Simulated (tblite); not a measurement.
# C3H15BN2Si2: the cost of one run

Programs: tblite 0.8.0 and PySCF 2.14.0, with density-fitted response routines of our own. Each step states its level of theory. These are calculated values for one molecule in the gas phase, unless marked as measured. Atoms are numbered from 0 throughout.

## Step 1: Starting geometry

23 atoms, charge 0, multiplicity 1; geometry from: force field or distance geometry start.

Bonds of the start (Å): C0–C1 1.29, C1–C2 1.50, C2–N3 1.42, N3–B4 1.50, B4–N5 1.51, N5–Si6 1.78, N5–Si7 1.82, C0–H8 1.09, C0–H9 1.10, C1–H10 1.10, C2–H11 1.08, C2–H12 1.13, N3–H13 1.07, N3–H14 1.05, B4–H15 1.21, B4–H16 1.21, Si6–H17 1.48, Si6–H18 1.48, Si6–H19 1.47, Si7–H20 1.45, Si7–H21 1.47, Si7–H22 1.47.

## Step 2: Geometry optimisation with GFN2-xTB

Job settings and geometry (Å):

```
{"job": {"kind": "relax", "xc": "GFN2-xTB", "basis": "xTB"}, "charge": 0, "multiplicity": 1}
C     -3.750300    -0.125500     0.194900
C     -2.468500    -0.017900     0.325100
C     -1.496700     0.166800    -0.802800
N     -0.631900    -0.955600    -0.772200
B      0.839000    -0.672000    -0.911300
N      1.567800    -0.323100     0.359000
Si     1.170000     1.282000     1.023200
Si     3.328400    -0.224900    -0.087500
H     -4.268200    -0.078700    -0.768700
H     -4.368300    -0.261800     1.090700
H     -2.009700    -0.078600     1.323100
H     -1.032500     1.147100    -0.805200
H     -2.111900     0.128000    -1.750700
H     -0.784800    -1.578500     0.082400
H     -0.912900    -1.568800    -1.578800
H      1.066100     0.093500    -1.815900
H      1.359500    -1.700200    -1.275300
H      1.029600     2.184900    -0.142600
H      2.222700     1.796600     1.931400
H     -0.078400     1.290100     1.804100
H      4.055000    -1.411700     0.322700
H      3.896000     1.007900     0.485600
H      3.375300    -0.072800    -1.547300
```

The run is started by

```console
> OMP_NUM_THREADS=1 python probes_run.py task.json out
```

This one command runs all jobs of the session in turn.

**Question.** How long does this first job take on 1 thread of Arm Neoverse N1, shared host, and how much memory does it need?

About 5.2 s, with a peak of 0.19 GiB.
